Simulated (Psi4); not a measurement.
# GeNH3 (SMILES [N][GeH3]): U-wB97X-D/cc-pVTZ (sweep point 6)

Aim: the energy change on altering one bond length of GeNH3 at U-wB97X-D/cc-pVTZ (sweep point 6), from 2 runs. 

The results are computed with Psi4 1.11.

**1. The molecule**

GeNH3 has 5 atoms, charge 0, and is taken as a triplet. SMILES: `[N][GeH3]`. Geometry: a GFN2-xTB relaxation, a rough one for these elements and not checked as a minimum.

Bond lengths: N1–Ge2 1.735 Å, Ge2–H3 1.504 Å, Ge2–H4 1.504 Å, Ge2–H5 1.504 Å. Angles: N1–Ge2–H3 111.9°, N1–Ge2–H4 111.9°, N1–Ge2–H5 111.9°, H3–Ge2–H4 106.9°, H3–Ge2–H5 106.9°, H4–Ge2–H5 106.9°.

**2. The energy at U-wB97X-D/cc-pVTZ (sweep point 6)**

File calc.in:

```
memory 1600 mb

molecule mol {
  0 3
  N     -0.957900     0.020900     1.433700
  Ge     0.005750    -0.000130    -0.008750
  H     -0.726050     0.592710    -1.180850
  H      0.400050    -1.397520    -0.399400
  H      1.278160     0.784040     0.155290
  symmetry c1
}

set {
  basis cc-pVTZ
  reference uks
  puream true
  scf_type pk
  dft_radial_points 99
  dft_spherical_points 590
  maxiter 150
}

energy('wb97x-d')
```

Command:

```
psi4 calc.in calc.out -n 1
```

calc.out (excerpt; [...] marks lines left out):

```text
[...]
  Running in c1 symmetry.
[...]
  Nuclear repulsion =  106.905912377273538
[...]
  Multiplicity = 3
[...]
  Nalpha       = 22
  Nbeta        = 20
[...]
    Number of basis functions: 115
[...]
   @UKS iter   1: -2132.28463345358841   -2.35498e+00   1.92341e-02 ADIIS/DIIS
[...]
   @UKS iter   9: -2133.51910011191330   -3.80104e-07   7.40803e-07 DIIS
[...]
   @S^2 Observed:                2.009292798E+00
[...]
    Orbital Energies [Eh]
    ---------------------
    Alpha Occupied:
       1A   -399.006970     2A    -49.961951     3A    -44.458715
       4A    -44.458715     5A    -44.458217     6A    -14.499366
       7A     -6.345350     8A     -4.508809     9A     -4.508646
      10A     -4.508645    11A     -1.328691    12A     -1.324259
      13A     -1.324257    14A     -1.320583    15A     -1.320581
      16A     -0.934002    17A     -0.641280    18A     -0.478598
      19A     -0.478578    20A     -0.428927    21A     -0.395061
      22A     -0.395045
    Alpha Virtual:
      23A      0.089303    24A      0.130210    25A      0.130249
[...]
  @UKS Final Energy: -2133.51910011191330
   => Energetics <=
    Nuclear Repulsion Energy =            106.9059123772735376
    One-Electron Energy =               -3183.4100060415939879
    Two-Electron Energy =                1007.5905997740755993
    DFT Exchange-Correlation Energy =     -64.6045857661559495
    Empirical Dispersion Energy =          -0.0010204555123793
    VV10 Nonlocal Energy =                  0.0000000000000000
    Total Energy =                      -2133.5191001119133034
[...]
 Multipole Moments:
 ------------------------------------------------------------------------------------
     Multipole            Electronic (a.u.)      Nuclear  (a.u.)        Total (a.u.)
 ------------------------------------------------------------------------------------
 L = 1.  Multiply by 2.5417464519 to convert [e a0] to [Debye]
 Dipole X            :          0.3507151           -0.0267490            0.3239661
 Dipole Y            :         -0.0076788            0.0006068           -0.0070720
 Dipole Z            :         -0.5259215            0.0407672           -0.4851543
 Magnitude           :                                                    0.5834198
[...]
```

It took 95 s on 1 thread of Intel Xeon Platinum 8259CL at 2.50GHz (Skylake/Cascade Lake), shared host; peak memory 1.6 GiB.

**3. The distorted shape, same level**

File input.inp:

```
memory 1600 MB

molecule system {
  0 3
  N     -1.150615     0.025106     1.722167
  Ge     0.005750    -0.000130    -0.008750
  H     -0.726050     0.592710    -1.180850
  H      0.400050    -1.397520    -0.399400
  H      1.278160     0.784040     0.155290
  symmetry c1
}

set globals {
  basis cc-pVTZ
  reference uks
  puream true
  scf_type pk
  dft_radial_points 99
  dft_spherical_points 590
  maxiter 150
}

E = energy('wb97x-d')
print_variables()
```

Command:

```
psi4 -i input.inp -o input.out -n 1
```

input.out (excerpt; [...] marks lines left out):

```text
[...]
  Running in c1 symmetry.
[...]
  Nuclear repulsion =   95.101041241928655
[...]
  Multiplicity = 3
[...]
  Nalpha       = 22
  Nbeta        = 20
[...]
    Number of basis functions: 115
[...]
   @UKS iter   1: -2132.23736217003852   -2.69119e+00   1.92087e-02 DIIS/ADIIS
[...]
   @UKS iter  10: -2133.51928545354076   -1.36415e-07   4.92832e-07 DIIS
[...]
   @S^2 Observed:                2.017006877E+00
[...]
    Orbital Energies [Eh]
    ---------------------
    Alpha Occupied:
       1A   -399.018981     2A    -49.971147     3A    -44.468535
       4A    -44.467914     5A    -44.467913     6A    -14.509366
       7A     -6.351416     8A     -4.515351     9A     -4.514136
      10A     -4.514134    11A     -1.328865    12A     -1.328864
      13A     -1.328220    14A     -1.325562    15A     -1.325561
      16A     -0.886847    17A     -0.652454    18A     -0.454413
      19A     -0.454386    20A     -0.408763    21A     -0.399719
      22A     -0.399710
    Alpha Virtual:
      23A      0.045572    24A      0.121005    25A      0.121044
[...]
  @UKS Final Energy: -2133.51928545354076
   => Energetics <=
    Nuclear Repulsion Energy =             95.1010412419286553
    One-Electron Energy =               -3159.7977365772794656
    Two-Electron Energy =                 995.7093688705841714
    DFT Exchange-Correlation Energy =     -64.5309514801657684
    Empirical Dispersion Energy =          -0.0010075086082662
    VV10 Nonlocal Energy =                  0.0000000000000000
    Total Energy =                      -2133.5192854535407605
[...]
 Multipole Moments:
 ------------------------------------------------------------------------------------
     Multipole            Electronic (a.u.)      Nuclear  (a.u.)        Total (a.u.)
 ------------------------------------------------------------------------------------
 L = 1.  Multiply by 2.5417464519 to convert [e a0] to [Debye]
 Dipole X            :          0.5870086           -0.2209757            0.3660329
 Dipole Y            :         -0.0128445            0.0048458           -0.0079987
 Dipole Z            :         -0.8796370            0.3314969           -0.5481401
 Magnitude           :                                                    0.6591674
[...]
```

Wall time 1.8 min (1 thread of Intel Xeon Platinum 8259CL at 2.50GHz (Skylake/Cascade Lake), shared host); peak memory 1.6 GiB.

**4. What came out**

Level: U-wB97X-D/cc-pVTZ (sweep point 6).

| quantity | value |
| --- | --- |
| first shape: total energy | -2133.51910 Eh |
| first shape: dipole moment | 1.48 D |
| first shape: HOMO energy (highest over α and β) | -10.50 eV |
| first shape: LUMO energy (lowest over α and β) | -1.30 eV |
| first shape: dispersion energy | -2.68 kJ/mol |
| first shape: ⟨S²⟩ | 2.009 |
| distorted shape: total energy | -2133.51929 Eh |
| distorted shape: dipole moment | 1.68 D |
| distorted shape: HOMO energy (highest over α and β) | -9.91 eV |
| distorted shape: LUMO energy (lowest over α and β) | -0.68 eV |
| distorted shape: dispersion energy | -2.65 kJ/mol |
| distorted shape: ⟨S²⟩ | 2.017 |
| energy change with the N1–Ge2 bond stretched from 1.735 to 2.082 Å | -0.005 eV |

What this shows: With the N1–Ge2 bond stretched from 1.735 to 2.082 Å the energy falls by 0.01 eV (0.1 kcal/mol). The first shape isn't relaxed at this level, so the change isn't measured from a minimum.
